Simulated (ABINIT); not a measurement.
## Zr3S2: single point with PBEsol

Crystal: Zr3S2.

```
CELL_PARAMETERS angstrom
2.90254 1.67578 3.48777
-2.90254 1.67578 3.48777
0.00000 -3.35156 3.48777
ATOMIC_POSITIONS crystal
Zr 0.84516 0.49576 0.14686
Zr 0.49626 0.16190 0.84770
Zr 0.14023 0.85679 0.49747
S 0.65685 0.66433 0.66125
S 0.33267 0.34574 0.33784
```

The cell comes from a database or a generator and needn't be the stable form of this composition.

The cell isn't the ideal one: atoms moved at random, drawn with an rms of 0.05 Å.

- Program: ABINIT 10.8.3 (patched build)
- Task: single point
- Functional: PBEsol
- Potentials or basis: PseudoDojo NC SR PBEsol v0.4.1 standard
- Cutoff: 898 eV
- k mesh: 6 × 6 × 6
- Occupations: fermi-dirac, width 0.05 eV
- Spin: no spin polarisation

```json
{
 "Pressure": "-5.6 GPa",
 "Largest force": "0.885 eV/Å",
 "Band gap on the k mesh": "none (metal or under the smearing width)",
 "Valence electrons inside the program's atomic spheres": "Zr 8.39, 8.40; S 3.99"
}
```

Forces on the atoms (eV/Å):
```
Zr  -0.533 -0.616  0.302
Zr  -0.103  0.514 -0.384
Zr   0.868  0.029  0.170
S   -0.233  0.173 -0.042
S    0.000 -0.100 -0.046
```

Stress tensor (GPa, compression positive):
```
-6.10 -0.05  0.21
-0.05 -5.15  0.63
 0.21  0.63 -5.53
```

Levels at points of the mesh, in eV from the Fermi level:
| k point | band 20 | band 21 | band 22 | band 23 | band 24 | band 25 | band 26 | band 27 | band 28 | band 29 |
| --- | --- | --- | --- | --- | --- | --- | --- | --- | --- | --- |
| (0.00, 0.00, 0.00) | -3.98 | -2.64 | -1.93 | 0.08 | 0.11 | 0.64 | 0.77 | 1.90 | 2.76 | 2.77 |
| (0.50, 0.00, 0.00) | -3.68 | -1.36 | -1.08 | -0.90 | -0.59 | 0.01 | 0.83 | 1.64 | 1.84 | 2.25 |
| (0.00, 0.50, 0.00) | -3.65 | -1.32 | -1.09 | -0.85 | -0.68 | 0.00 | 0.91 | 1.63 | 1.80 | 2.29 |
| (0.50, 0.50, 0.00) | -3.69 | -1.85 | -1.31 | -0.76 | -0.34 | -0.14 | 0.96 | 1.83 | 1.88 | 2.24 |
| (0.00, 0.00, 0.50) | -3.63 | -1.36 | -1.14 | -0.89 | -0.67 | 0.00 | 0.78 | 1.65 | 1.94 | 2.39 |
| (0.50, 0.00, 0.50) | -3.61 | -1.87 | -1.26 | -0.82 | -0.28 | -0.19 | 1.02 | 1.83 | 1.90 | 2.19 |
| (0.00, 0.50, 0.50) | -3.62 | -1.83 | -1.29 | -0.83 | -0.23 | -0.19 | 1.00 | 1.87 | 1.89 | 2.24 |
| (0.50, 0.50, 0.50) | -4.27 | -0.71 | -0.56 | -0.21 | -0.13 | 0.29 | 0.35 | 1.06 | 1.16 | 2.21 |

Run time: 4 min on 4 MPI ranks on Arm Neoverse V1 (shared host), peak memory 0.6 GiB a rank.
